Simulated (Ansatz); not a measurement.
A first try at a surface slab of CaPd, space group Pm-3m, using Ansatz 0.2.0, Python API.

Script `run_slab.py`:
```python
"""Cutting and solving a surface of CaPd."""

import ansatz as az
from ase import Atoms
from ase.build import surface
import numpy as np


def main() -> None:
    atoms = Atoms(
        ["Ca", "Pd"],
        scaled_positions=[
            [0.0, 0.0, 0.0],
            [0.5, 0.5, 0.5],
        ],
        cell=[
            [3.50568548, 0.0, 0.0],
            [0.0, 3.50568548, 0.0],
            [0.0, 0.0, 3.50568548],
        ],
        pbc=True,
    )
    # Miller indices count the vectors of the cell as typed
    slab = surface(atoms, (1, 1, 0), 4, vacuum=7.0)
    slab.pbc = (True, True, False)

    print(slab.get_chemical_formula(), "area {:.3f} A^2, cell height {:.2f} A".format(np.linalg.norm(np.cross(slab.cell[0], slab.cell[1])), slab.cell[2, 2]))


    def settings(structure):
        return (
            az.Crystal.from_ase(structure).calculation()
            .functional(az.Functional.PBESOL)
            .basis(450)  # plane waves up to this kinetic energy
            .occupations("cold")
        )


    model = settings(slab).kpoints(4, 5, 1).potential()
    out = model.run(threads=1, backend="cpu")
    data = out.report

    print(f"slab free energy {data['free_energy_ev']:.4f} eV, Fermi level {data['fermi_energy_ev']:.3f} eV")
    print("vacuum reading:", {k: round(v, 3) for k, v in data.get("vacuum", {}).items() if isinstance(v, float)})

    # surface energy from the bulk energy at the same settings
    bulk = settings(atoms).kpoints(6, 6, 6).run(threads=1, backend="cpu").report
    excess = data["free_energy_ev"] - bulk["free_energy_ev"] * len(slab) / len(atoms)
    area = np.linalg.norm(np.cross(slab.cell[0], slab.cell[1]))
    print(f"mean surface energy {excess / (2 * area) * 16.02177:.3f} J/m^2 ({1000 * excess / (2 * area):.1f} meV/A^2)")

    print("z (A) and force along z (eV/A)")
    for site, force in sorted(zip(out.lattice.sites, data["forces_ev_ang"]), key=lambda pair: pair[0].position_ang[2]):
        print(f"{site.symbol:3s} {site.position_ang[2]:8.3f} {force[2]:9.4f}")


if __name__ == "__main__":
    main()
```

```console
$ python run_slab.py
Ca4Pd4 area 17.380 A^2, cell height 21.44 A
DeckWarning: crystal.periodic: the lattice vector that does not repeat stood 0.000° off the slab's normal, 21.437 Å along it as the deck builds it. The run solves the slab on a vector along the normal, 38.673 Å long, with every atom where it was (on the deck's vector they left 14.00 Å outside them, and the widest stretch free of ions among them is 2.48 Å). A fractional position that the run reports is one of the run's cell, which starts as this one, and not of the deck's: it goes into a deck with that cell's vectors. The slab on that cell runs as it stands in a deck that lists each atom with its symbol and moment, types crystal.periodic and leaves out crystal.checkpoint, crystal.saddle_side [...]
RunWarning: The output density's exchange-correlation potential varies sharply where the density is thin. Do not read a vacuum level from v_tot or v_xc, or from such a field of the output density. On a cell that repeats whose density bears no net charge and no dipole along the vacuum's axis use v_es (v_loc + v_h of the components); under efield.dipole_correction with no amplitude use v_es + v_field, which holds any external_charges[].barrier, or the levels of the report's work_function block, which leave it out; under a non-zero efield.amplitude the vacuum is tilted and has no level; on a cell that repeats and bears such a dipole with no correction it is tilted too, and efield.dipole_correction with no amplitude gives each side of its ramp a level where efield: is served; in a cell that repeats whose density bears a net charge (total_charge, or a fill off its count) it is curved and has none; of a slab under crystal.periodic whose density bears no net charge use v_es, which has a level on each side, short of where the two are joined; of another it falls or rises all the way out and has none; of a slab beside external_charges read slab_vacuum_level instead, which it has where they [...]
slab free energy -34804.4814 eV, Fermi level -3.608 eV
vacuum reading: {'free_states_from_ev': -0.0, 'bound_up_to_ev': -0.074}
mean surface energy 0.827 J/m^2 (51.6 meV/A^2)
z (A) and force along z (eV/A)
Traceback (most recent call last):
  File "run_slab.py", line 58, in <module>
    main()
    ~~~~^^
  File "run_slab.py", line 53, in main
    for site, force in sorted(zip(out.lattice.sites, data["forces_ev_ang"]), key=lambda pair: pair[0].position_ang[2]):
                                                     ~~~~^^^^^^^^^^^^^^^^^
KeyError: 'forces_ev_ang'
```
(Warnings from the package without file and line, shortened.)

What is wrong, and how is it mended?

The fault: the script reads a product that it never asked for. The correction:

```diff
--- before
+++ after
@@ -38,3 +38,3 @@
 
-    model = settings(slab).kpoints(4, 5, 1).potential()
+    model = settings(slab).kpoints(4, 5, 1).potential().forces()
     out = model.run(threads=1, backend="cpu")
```

With that change:

Running `python run_slab.py` prints:
```text
Ca4Pd4 area 17.380 A^2, cell height 21.44 A
DeckWarning: crystal.periodic: the lattice vector that does not repeat stood 0.000° off the slab's normal, 21.437 Å along it as the deck builds it. The run solves the slab on a vector along the normal, 38.673 Å long, with every atom where it was (on the deck's vector they left 14.00 Å outside them, and the widest stretch free of ions among them is 2.48 Å). A fractional position that the run reports is one of the run's cell, which starts as this one, and not of the deck's: it goes into a deck [...]
RunWarning: The input density's exchange-correlation potential varies sharply where the density is thin. Do not read a vacuum level from v_tot or v_xc, or from such a field of the output density. On a cell that repeats whose density bears no net charge and no dipole along the vacuum's axis use v_es (v_loc + v_h of the components); under efield.dipole_correction with no amplitude use v_es + v_field, which holds any external_charges[].barrier, or the levels of the report's work_function block, [...]
slab free energy -34804.4814 eV, Fermi level -3.608 eV
vacuum reading: {'free_states_from_ev': -0.0, 'bound_up_to_ev': -0.04}
mean surface energy 0.827 J/m^2 (51.6 meV/A^2)
z (A) and force along z (eV/A)
Ca     7.000   -0.0673
Pd     7.000    0.6073
Ca     9.479   -0.2385
Pd     9.479   -0.1509
Ca    11.958    0.2385
Pd    11.958    0.1509
Ca    14.437    0.0673
Pd    14.437   -0.6073
```
(Warnings from the package without file and line, shortened.)

What to keep in mind:
- Total energies depend on the potentials; only differences at equal settings carry meaning. A total without «per atom» is that of the cell as typed.
- No spin polarisation was allowed.
- The mesh is modest for a metal, so energies can be off by several to tens of meV an atom and pressures by half a GPa or more; differences at equal mesh fare better.
- An absolute Fermi energy rests on an arbitrary zero of the periodic potential and has no direct meaning.
- The structure comes from a database of computed cells and needn't be a stable or known phase.
- The slab is thin and cut from the structure as given; a cut can leave two unlike or polar faces, and the surface energy is then their mean. Miller indices refer to the vectors of the cell as typed, and the lattice isn't relaxed for this functional, so relaxation and surface energy can hold strain.
- Hardware and time: 38 s on 1 thread of Arm Neoverse V2, on a shared host, peak memory 1 GiB.

(Lines on the test bed's own set-up are left out of the output.)
